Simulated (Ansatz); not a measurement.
# C3H6BF: rotation by 120° about the C1–C2 bond, part 2 of 2

How high is the barrier for the rotation by 120° about the C1–C2 bond? Relax the two ends, then run a nudged elastic band between them. SMILES of the start: CC1BC1F.

Ansatz 0.2.0; RKS B3LYP-D4/def2-SVP.

### 6 Frequencies at the highest image

The geometry is the highest inner image of the first converged band.

The input, input.yaml:

```yaml
crystal:
  periodic: [false, false, false]
  atoms:
    - { symbol: C, position_ang: [-1.305503, 0.080045, 0.688984] }
    - { symbol: C, position_ang: [-0.049649, 0.353033, -0.13418] }
    - { symbol: B, position_ang: [1.471143, 0.459866, 0.090164] }
    - { symbol: C, position_ang: [0.872314, -0.716111, -0.69017] }
    - { symbol: F, position_ang: [0.998077, -0.924922, -2.046026] }
    - { symbol: H, position_ang: [-1.132545, 0.212568, 1.768258] }
    - { symbol: H, position_ang: [-1.666484, -0.948436, 0.529098] }
    - { symbol: H, position_ang: [-2.123415, 0.759496, 0.406558] }
    - { symbol: H, position_ang: [-0.164091, 1.184935, -0.863471] }
    - { symbol: H, position_ang: [2.38706, 1.153176, 0.418255] }
    - { symbol: H, position_ang: [0.778594, -1.670749, -0.146872] }
basis:
  gaussian: { orbitals: def2-SVP }
hamiltonian:
  xc: b3lyp
  dispersion: d4
phonons: {}
```

On the command line:

```
$ ansatz run input.yaml --threads 2 --pin off --max-ram 3072MiB --backend cpu --events-out ev --progress --plain --runs-dir out
```

Output, cut to the lines that bear on the results:

```text
Warning: RAYON_NUM_THREADS=2 ignored (pool sized by the plan → 2); use --threads N
[...]
Functional definition: B3LYP
[...]
1131 factors; integrals over basis functions are off by at most 3.3e-4 eV
[...]
mean field -6594.99778830 eV, -242.3616984701 hartree, gradient 2.1e-5 eV, S^2 0.000000; 0 other end points of the search recorded, 0 dependent functions left out
[...]
reference -6594.99801144 eV, -242.3617066702 hartree; 19, 19 occupied and 81, 81 virtual orbitals, 1131 factors
[...]
1131 factors; integrals over basis functions are off by at most 3.3e-4 eV
mean field -6594.99758662 eV, -242.3616910585 hartree, gradient 2.1e-6 eV, S^2 0.000000; 0 other end points of the search recorded, 0 dependent functions left out
[...]
reference -6594.99780968 eV, -242.3616992557 hartree; 19, 19 occupied and 81, 81 virtual orbitals, 1131 factors
[...]
1131 factors; integrals over basis functions are off by at most 3.3e-4 eV
[...]
WARN: phonons: modes at or below zero, which the zero-point energy, F, S and C_V leave out: 1, the lowest at -210.57 cm⁻¹. A minimum has none, and a first-order saddle one
[...]
Atom 2 at     1.471143     0.459866     0.090164 Å, force    -0.001875     0.007298     0.011347 eV/Å
Atom 3 at     0.872314    -0.716111    -0.690170 Å, force    -0.007529    -0.002648    -0.001332 eV/Å
Atom 4 at     0.998077    -0.924922    -2.046026 Å, force    -0.004058    -0.000359    -0.003870 eV/Å
Atom 5 at    -1.132545     0.212568     1.768258 Å, force    -0.001127    -0.000313    -0.002406 eV/Å
Atom 6 at    -1.666484    -0.948436     0.529098 Å, force     0.002729    -0.000749    -0.001166 eV/Å
Atom 7 at    -2.123415     0.759496     0.406558 Å, force    -0.000513    -0.000114     0.000253 eV/Å
Atom 8 at    -0.164091     1.184935    -0.863471 Å, force     0.001925    -0.000741    -0.002869 eV/Å
Atom 9 at     2.387060     1.153176     0.418255 Å, force     0.001732    -0.001997    -0.000561 eV/Å
Atom 10 at     0.778594    -1.670749    -0.146872 Å, force     0.006784     0.001588    -0.000689 eV/Å
Dipole moment:    -0.161246     0.113230     0.350498 e Å
Vibrations: -210.57 175.97 258.28 313.14 359.34 615.78 761.69 780.49 862.60 907.03 958.67 969.16 1072.48 1110.26 1149.13 1191.48 1294.95 1395.61 1435.39 1462.97 1472.59 2710.80 2983.08 3035.17 3077.48 3110.92 3121.03 cm⁻¹, zero-point energy 2.268012 eV
```

Wall time 1.8 min (2 threads of Arm Neoverse V1, shared host); peak memory 0.18 GiB.

Of 27 modes, 1 is imaginary by more than 30 cm⁻¹ (211i cm⁻¹).

### 7 The band again, with other settings

crystal.atoms is end A as relaxed above, and neb.final_atoms is end B, turned to lie on A. With 5 inner images the band has 7 in all. The start path is listed, through a guess of the saddle.

The input, input.yaml:

```yaml
crystal:
  periodic: [false, false, false]
  atoms:
    - { symbol: C, position_ang: [-1.289927, 0.109416, 0.689077] }
    - { symbol: C, position_ang: [-0.010964, 0.390067, -0.072377] }
    - { symbol: B, position_ang: [1.50706, 0.276749, 0.161296] }
    - { symbol: C, position_ang: [0.789795, -0.689618, -0.786644] }
    - { symbol: F, position_ang: [0.925281, -0.708448, -2.156602] }
    - { symbol: H, position_ang: [-1.50486, 0.909446, 1.415359] }
    - { symbol: H, position_ang: [-1.208228, -0.834611, 1.250881] }
    - { symbol: H, position_ang: [-2.155041, 0.022022, 0.011527] }
    - { symbol: H, position_ang: [-0.041036, 1.338905, -0.651276] }
    - { symbol: H, position_ang: [2.495634, 0.82127, 0.552729] }
    - { symbol: H, position_ang: [0.557786, -1.692297, -0.393372] }
basis:
  gaussian: { orbitals: def2-SVP }
hamiltonian:
  xc: b3lyp
  dispersion: d4
neb:
  order_check: false
  images: 5
  f_tol: 0.03
  max_iterations: 60
  max_displacement: 0.02
  optimiser: fire
  final_atoms:
    - { symbol: C, position_ang: [-1.30914504, 0.1079505, 0.65259448] }
    - { symbol: C, position_ang: [-0.05162074, 0.36144636, -0.15312211] }
    - { symbol: B, position_ang: [1.46461078, 0.46564819, 0.0961242] }
    - { symbol: C, position_ang: [0.8745914, -0.74873924, -0.62789552] }
    - { symbol: F, position_ang: [1.04070013, -1.03661394, -1.96430749] }
    - { symbol: H, position_ang: [-1.13962637, -0.68522628, 1.39791658] }
    - { symbol: H, position_ang: [-2.14561646, -0.2103666, 0.00930661] }
    - { symbol: H, position_ang: [-1.62270295, 1.01287517, 1.19709543] }
    - { symbol: H, position_ang: [-0.17129278, 1.15995758, -0.91750535] }
    - { symbol: H, position_ang: [2.38107608, 1.1834387, 0.36439613] }
    - { symbol: H, position_ang: [0.74452596, -1.66746944, -0.03400495] }
  initial_path:
    images:
      - { positions_ang: [[-1.289927, 0.109416, 0.689077], [-0.010964, 0.390067, -0.072377], [1.50706, 0.276749, 0.161296], [0.789795, -0.689618, -0.786644], [0.925281, -0.708448, -2.156602], [-1.50486, 0.909446, 1.415359], [-1.208228, -0.834611, 1.250881], [-2.155041, 0.022022, 0.011527], [-0.041036, 1.338905, -0.651276], [2.495634, 0.82127, 0.552729], [0.557786, -1.692297, -0.393372]] }
      - { positions_ang: [[-1.24485739, 0.09604551, 0.68352528], [-0.06346311, 0.38817288, -0.19111304], [1.44606049, 0.34337373, 0.14095621], [0.79401119, -0.69866636, -0.77511709], [1.00792618, -0.72174262, -2.1293134], [-1.24903024, 0.78203814, 1.49569143], [-1.2651452, -0.87755462, 1.10684275], [-2.12509624, 0.23871497, 0.16280161], [-0.1669612, 1.25764761, -0.84305443], [2.36494445, 0.82836031, 0.69541091], [0.56711106, -1.69348854, -0.32603223]] }
      - { positions_ang: [[-1.19978779, 0.08267501, 0.67797355], [-0.11596222, 0.38627875, -0.30984908], [1.38506097, 0.40999847, 0.12061641], [0.79822739, -0.70771473, -0.76359017], [1.09057137, -0.73503724, -2.1020248], [-0.99320049, 0.65463028, 1.57602386], [-1.32206239, -0.92049823, 0.96280449], [-2.09515148, 0.45540795, 0.31407623], [-0.29288639, 1.17639022, -1.03483286], [2.23425491, 0.83545062, 0.83809281], [0.57643612, -1.69468008, -0.25869245]] }
      - { positions_ang: [[-1.15471818, 0.06930452, 0.67242183], [-0.16846133, 0.38438463, -0.42858512], [1.32406146, 0.4766232, 0.10027662], [0.80244358, -0.71676309, -0.75206326], [1.17321655, -0.74833186, -2.0747362], [-0.73737073, 0.52722241, 1.6563563], [-1.37897959, -0.96344185, 0.81876624], [-2.06520671, 0.67210092, 0.46535084], [-0.41881159, 1.09513282, -1.22661128], [2.10356536, 0.84254093, 0.98077472], [0.58576118, -1.69587162, -0.19135268]] }
      - { positions_ang: [[-1.2061938, 0.08218651, 0.66581271], [-0.12951447, 0.37673854, -0.33676412], [1.37091123, 0.47296486, 0.09889248], [0.82649285, -0.7274218, -0.71067401], [1.12904441, -0.84442589, -2.03792663], [-0.87145594, 0.12307285, 1.57020972], [-1.63452521, -0.71241677, 0.54894636], [-1.91770546, 0.78569234, 0.7092657], [-0.33630532, 1.11674108, -1.12357597], [2.19606894, 0.95617352, 0.77531519], [0.63868277, -1.68640423, -0.13890344]] }
      - { positions_ang: [[-1.25766942, 0.09506851, 0.6592036], [-0.09056761, 0.36909245, -0.24494312], [1.417761, 0.46930653, 0.09750834], [0.85054213, -0.73808052, -0.66928477], [1.08487227, -0.94051992, -2.00111706], [-1.00554115, -0.28107672, 1.48406315], [-1.89007084, -0.46139169, 0.27912649], [-1.77020421, 0.89928375, 0.95318057], [-0.25379905, 1.13834933, -1.02054066], [2.28857251, 1.06980611, 0.56985566], [0.69160436, -1.67693684, -0.08645419]] }
      - { positions_ang: [[-1.30914504, 0.1079505, 0.65259448], [-0.05162074, 0.36144636, -0.15312211], [1.46461078, 0.46564819, 0.0961242], [0.8745914, -0.74873924, -0.62789552], [1.04070013, -1.03661394, -1.96430749], [-1.13962637, -0.68522628, 1.39791658], [-2.14561646, -0.2103666, 0.00930661], [-1.62270295, 1.01287517, 1.19709543], [-0.17129278, 1.15995758, -0.91750535], [2.38107608, 1.1834387, 0.36439613], [0.74452596, -1.66746944, -0.03400495]] }
```

On the command line:

```
$ ansatz run input.yaml --threads 2 --pin off --max-ram 3072MiB --backend cpu --events-out ev --progress --plain --runs-dir out
```

Output:

```text
Warning: RAYON_NUM_THREADS=2 ignored (pool sized by the plan → 2); use --threads N
Engine: ansatz 0.2.0, aarch64-unknown-linux-gnu
[... 1 set-up line as earlier in the session ...]
  parameter a0 = 0.2
  parameter ax = 0.72
  parameter ac = 0.81
  exchange = (1 - a0 - ax)*slater_x + ax*b88_x + a0*exact_x
  correlation = (1 - ac)*vwn_rpa_c + ac*lyp_c
1130 factors; integrals over basis functions are off by at most 3.5e-4 eV
mean field evaluation 1: about -6588.3453 eV, gradient 5.2e1 eV
mean field evaluation 2: about -6583.5913 eV, gradient 6.6e1 eV
mean field evaluation 4: about -6595.0508 eV, gradient 2.8e0 eV
mean field evaluation 8: about -6595.1009 eV, gradient 5.7e-2 eV
mean field evaluation 16: about -6595.1009 eV, gradient 2.4e-5 eV
mean field -6595.10093589 eV, -242.3654890740 hartree, gradient 2.4e-5 eV, S^2 0.000000; 0 other end points of the search recorded, 0 dependent functions left out
[... 4 lines left out ...]
mean field -6595.10094644 eV, -242.3654894619 hartree, gradient 2.6e-5 eV, S^2 0.000000; 0 other end points of the search recorded, 0 dependent functions left out
[... 2 lines left out ...]
NEB end point (image 0): max|allowed force component| = 4.707e-3 eV/Å (the criterion of neb.relax_end_points is 1.000e-2)
NEB end point (image 6): max|allowed force component| = 1.006e-2 eV/Å (the criterion of neb.relax_end_points is 1.000e-2)
[... 1 line left out ...]
mean field -6594.83529918 eV, -242.3557271048 hartree, gradient 1.5e-5 eV, S^2 0.000000; 0 other end points of the search recorded, 0 dependent functions left out
[... 4 lines left out ...]
mean field -6594.61581116 eV, -242.3476610690 hartree, gradient 2.7e-5 eV, S^2 0.000000; 0 other end points of the search recorded, 0 dependent functions left out
[... 3 lines left out ...]
mean field -6594.43330579 eV, -242.3409541202 hartree, gradient 3.7e-5 eV, S^2 0.000000; 0 other end points of the search recorded, 0 dependent functions left out
[... 4 lines left out ...]
mean field -6593.26832989 eV, -242.2981420457 hartree, gradient 3.1e-5 eV, S^2 0.000000; 0 other end points of the search recorded, 0 dependent functions left out
[... 3 lines left out ...]
mean field -6593.39460715 eV, -242.3027826493 hartree, gradient 2.2e-5 eV, S^2 0.000000; 0 other end points of the search recorded, 0 dependent functions left out
[... from here on, the SCF cycles and remarks between the steps are left out, and one step in 2 is shown ...]
NEB iter   1: max|band force component| = 9.361e0 eV/Å  barrier→ = 1.8255 eV  barrier← = 1.8255 eV  Δτ_max = 0.0200 Å  (190 SCF iters)
NEB iter   2: max|band force component| = 6.975e0 eV/Å  barrier→ = 1.3954 eV  barrier← = 1.3954 eV  Δτ_max = 0.0200 Å  (132 SCF iters)
NEB iter   4: max|band force component| = 3.662e0 eV/Å  barrier→ = 0.7925 eV  barrier← = 0.7924 eV  Δτ_max = 0.0200 Å  (140 SCF iters)
NEB iter   6: max|band force component| = 1.763e0 eV/Å  barrier→ = 0.4440 eV  barrier← = 0.4440 eV  Δτ_max = 0.0200 Å  (147 SCF iters)
NEB iter   8: max|band force component| = 8.052e-1 eV/Å  barrier→ = 0.3588 eV  barrier← = 0.3588 eV  Δτ_max = 0.0200 Å  (152 SCF iters)
NEB iter  10: max|band force component| = 4.705e-1 eV/Å  barrier→ = 0.3105 eV  barrier← = 0.3105 eV  CI = image 3  Δτ_max = 0.0149 Å  (133 SCF iters)
NEB iter  12: max|band force component| = 2.649e-1 eV/Å  barrier→ = 0.2666 eV  barrier← = 0.2666 eV  CI = image 3  Δτ_max = 0.0044 Å  (157 SCF iters)
NEB iter  14: max|band force component| = 2.066e-1 eV/Å  barrier→ = 0.2558 eV  barrier← = 0.2558 eV  CI = image 3  Δτ_max = 0.0126 Å  (121 SCF iters)
NEB iter  16: max|band force component| = 1.516e-1 eV/Å  barrier→ = 0.2395 eV  barrier← = 0.2395 eV  CI = image 3  Δτ_max = 0.0171 Å  (125 SCF iters)
NEB iter  18: max|band force component| = 1.403e-1 eV/Å  barrier→ = 0.2266 eV  barrier← = 0.2266 eV  CI = image 3  Δτ_max = 0.0200 Å  (130 SCF iters)
NEB iter  20: max|band force component| = 1.173e-1 eV/Å  barrier→ = 0.2198 eV  barrier← = 0.2198 eV  CI = image 3  Δτ_max = 0.0054 Å  (114 SCF iters)
NEB iter  22: max|band force component| = 1.153e-1 eV/Å  barrier→ = 0.2143 eV  barrier← = 0.2142 eV  CI = image 3  Δτ_max = 0.0107 Å  (122 SCF iters)
NEB iter  24: max|band force component| = 8.591e-2 eV/Å  barrier→ = 0.2075 eV  barrier← = 0.2075 eV  CI = image 3  Δτ_max = 0.0153 Å  (123 SCF iters)
NEB iter  26: max|band force component| = 9.918e-2 eV/Å  barrier→ = 0.1995 eV  barrier← = 0.1995 eV  CI = image 3  Δτ_max = 0.0200 Å  (123 SCF iters)
NEB iter  28: max|band force component| = 9.407e-2 eV/Å  barrier→ = 0.1940 eV  barrier← = 0.1939 eV  CI = image 3  Δτ_max = 0.0053 Å  (111 SCF iters)
NEB iter  30: max|band force component| = 7.186e-2 eV/Å  barrier→ = 0.1902 eV  barrier← = 0.1902 eV  CI = image 3  Δτ_max = 0.0098 Å  (118 SCF iters)
NEB iter  32: max|band force component| = 6.908e-2 eV/Å  barrier→ = 0.1847 eV  barrier← = 0.1847 eV  CI = image 3  Δτ_max = 0.0145 Å  (122 SCF iters)
NEB iter  34: max|band force component| = 6.179e-2 eV/Å  barrier→ = 0.1766 eV  barrier← = 0.1766 eV  CI = image 3  Δτ_max = 0.0200 Å  (128 SCF iters)
NEB iter  36: max|band force component| = 1.870e-1 eV/Å  barrier→ = 0.1711 eV  barrier← = 0.1711 eV  CI = image 3  Δτ_max = 0.0019 Å  (121 SCF iters)
NEB iter  38: max|band force component| = 1.331e-1 eV/Å  barrier→ = 0.1703 eV  barrier← = 0.1702 eV  CI = image 3  Δτ_max = 0.0004 Å  (111 SCF iters)
NEB iter  40: max|band force component| = 6.647e-2 eV/Å  barrier→ = 0.1698 eV  barrier← = 0.1698 eV  CI = image 3  Δτ_max = 0.0008 Å  (102 SCF iters)
NEB iter  42: max|band force component| = 7.497e-2 eV/Å  barrier→ = 0.1695 eV  barrier← = 0.1695 eV  CI = image 3  Δτ_max = 0.0009 Å  (102 SCF iters)
NEB iter  44: max|band force component| = 9.838e-2 eV/Å  barrier→ = 0.1689 eV  barrier← = 0.1689 eV  CI = image 3  Δτ_max = 0.0014 Å  (101 SCF iters)
NEB iter  46: max|band force component| = 5.934e-2 eV/Å  barrier→ = 0.1679 eV  barrier← = 0.1679 eV  CI = image 3  Δτ_max = 0.0023 Å  (107 SCF iters)
NEB iter  48: max|band force component| = 7.397e-2 eV/Å  barrier→ = 0.1665 eV  barrier← = 0.1665 eV  CI = image 3  Δτ_max = 0.0035 Å  (110 SCF iters)
NEB iter  50: max|band force component| = 6.704e-2 eV/Å  barrier→ = 0.1642 eV  barrier← = 0.1642 eV  CI = image 3  Δτ_max = 0.0053 Å  (115 SCF iters)
NEB iter  52: max|band force component| = 6.382e-2 eV/Å  barrier→ = 0.1606 eV  barrier← = 0.1606 eV  CI = image 3  Δτ_max = 0.0081 Å  (120 SCF iters)
NEB iter  54: max|band force component| = 7.331e-2 eV/Å  barrier→ = 0.1554 eV  barrier← = 0.1554 eV  CI = image 3  Δτ_max = 0.0120 Å  (123 SCF iters)
NEB iter  56: max|band force component| = 6.156e-2 eV/Å  barrier→ = 0.1475 eV  barrier← = 0.1474 eV  CI = image 3  Δτ_max = 0.0187 Å  (128 SCF iters)
NEB iter  58: max|band force component| = 2.144e-1 eV/Å  barrier→ = 0.1377 eV  barrier← = 0.1377 eV  CI = image 3  Δτ_max = 0.0085 Å  (135 SCF iters)
NEB iter  60: max|band force component| = 9.775e-2 eV/Å  barrier→ = 0.1363 eV  barrier← = 0.1363 eV  CI = image 3  Δτ_max = 0.0053 Å  (124 SCF iters)
[...]
this run last wrote the band of iteration 60 to <dir>
Error: NEB band did not converge after 60 iterations: max|band force component| = 9.77e-2 eV/Å (threshold 3.0e-2); raise `neb.max_iterations` in a new run, which can start from the last band evaluated (`neb.initial_path`, with `crystal.atoms` and `neb.final_atoms` set to its first and last images), add images, or start from endpoints closer to local minima. Where this run's directory can be resumed (`checkpoint.write`), a resume goes on for up to `neb.max_iterations` more; to start a new run from the last band, take its images' positions from the `neb_iteration` event of iteration 60 (`data.images[].positions_ang`), in the event stream of the run that computed that iteration (not this run's, if it was resumed behind it). With `checkpoint.write`, `steps/00-neb/state/checkpoint.json` in the run directory holds the last saved band, under `neb.evaluated.images[].positions_ang` (a band under a hybrid functional on support functions is neither saved nor resumed: `neb.initial_path` says where its path is): check the last entry of `neb.iterations` there, which is earlier than 60 if that iteration was not saved or its write failed. If the band's step has no `state` directory and holds `state.next`, a write was cut short, and the file is under `state.next` instead (behind a loss of power it can be under `state.prev`)
this run wrote the band of iteration 60 to <dir> as well, whether or not its events were kept: a new run's `neb.initial_path` can list its `images[].positions_ang`
a run's events are kept only if it was started with --events-out <file>, and are in that file
```

It took 11 min on 2 threads of Arm Neoverse V1, shared host; peak memory 0.19 GiB.

### 8 Images and barrier

The run ended unconverged after 60 band iterations. The table shows its last band, which is no minimum-energy path. The 5 inner images lie between the fixed ends 0 and 6. Energy is taken from image 0, and the path length is the program's own coordinate along the band.

```tsv
image	path (Å)	energy (eV)	dihedral H8–C1–C2–C4 (°)	band force (eV/Å)
0	0.000	0.0000	-80	-
1	0.484	0.0245	-99	0.018
2	0.966	0.0832	-118	0.048
3*	1.444	0.1363	-137	0.098
4	2.127	0.1081	-161	0.027
5	2.815	0.0361	178	0.018
6	3.505	0.0000	159	-
```

The star marks the climbing image.

image, energy (eV) and a bar:
```
        0      0.000 
        1      0.025 #####
        2      0.083 ##################
        3      0.136 ##############################
        4      0.108 ########################
        5      0.036 ########
        6      0.000
```

### 9 Summary of results

This closing draws on all 2 parts.

```
                                quantity                                         value
                                   end A                      11 moves, 0.542 eV lower
                                   end B                      12 moves, 0.533 eV lower
            first band: barrier forwards                                      0.104 eV
           first band: barrier backwards                                      0.104 eV
first band: second end relative to first                                      0.000 eV
               first band: highest image                         3 of 0 to 6, climbing
             first band: band iterations                                            11
              imaginary modes at the top                                     211i cm⁻¹
                             second band  not converged, 60 iterations, 5 inner images
             time, first and second band                            2.4 min and 11 min
```

In the first band: the top lies 0.10 eV above the first end, or 4 kT at room temperature, which at an assumed attempt frequency of 10^13 s⁻¹ means a rate near 10^11 s⁻¹. The two ends lie within 1 meV of each other. The listed dihedral goes from -80° at end A through -140° at the highest image to 159° at end B. One imaginary mode, as a first-order saddle point has. As for the second band: the largest step an iteration is set far from the usual value. Zero-point energy and entropy are left out.
